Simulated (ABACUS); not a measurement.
Runs of ABACUS 3.10.1 on HPbNO4. The typed cell holds 14 atoms: a = 4.120 Å, b = 6.427 Å, c = 8.343 Å, α = 112.23°, β = 90.02°, γ = 90.02°. The cell was built by a generator and needn't be a form met in nature.

```csv
level,potentials or basis,cell,k mesh,cutoff (eV),SCF threshold on the density,eigensolver,gap on the mesh (eV),pressure (GPa),largest force (eV/Å)
AM05,"SG15 ONCV 1.2 PBE, DZP LCAO (the cutoffs set its grid)",as given,7 × 5 × 4,1361,1e-07,genelpa,3.25,(a),1.43
PBE,"PseudoDojo NC SR 0.4.1 PBE standard, DZP LCAO (the cutoffs set its grid)",cell strained by +0.06 along c,5 × 4 × 3,1361,1e-07,genelpa,(c),-2.1,(b)
PBE,"PseudoDojo NC SR 0.4.1 PBE standard, DZP LCAO (the cutoffs set its grid)",cell strained by -0.06 along c,5 × 4 × 3,1361,1e-07,genelpa,3.32,11.5,(d)
PBE,"PseudoDojo NC SR 0.4.1 PBE standard, plane waves",as given,7 × 5 × 4,1143,1e-08,dav,3.26,0.0,0.19
BLYP,"SG15 ONCV 1.2 PBE, DZP LCAO (the cutoffs set its grid)",as given,7 × 5 × 4,1361,1e-07,genelpa,3.23,6.6,2.31
```

Alike in all rows: task single point; no spin polarisation; smearing fermi-dirac 0.05 eV.

Problem. Fill in the values left out.

Solution. (a) 2.7; (b) 1.23; (c) 3.08; (d) 5.64.

Caveats: spin-orbit coupling is left out, which as a rule narrows the gap of such compounds by several tenths of an eV; an odd mesh through Γ misses points on the zone boundary, where band edges often lie; the atomic orbitals were generated for these runs and aren't a published set (some runs); the basis of atomic orbitals isn't converged, which shifts pressures, moduli and gaps (some runs); the potentials were made for another functional, which shifts forces and pressure (some runs); forces of over 1 eV/Å show positions far from the minimum, so gaps and moduli don't describe the material at rest (some runs); there are fewer bands than atomic start orbitals, so a level may be missed at k points of high symmetry (some runs).

A k mesh can miss the band edges, and the runs leave out spin-orbit coupling on Pb.
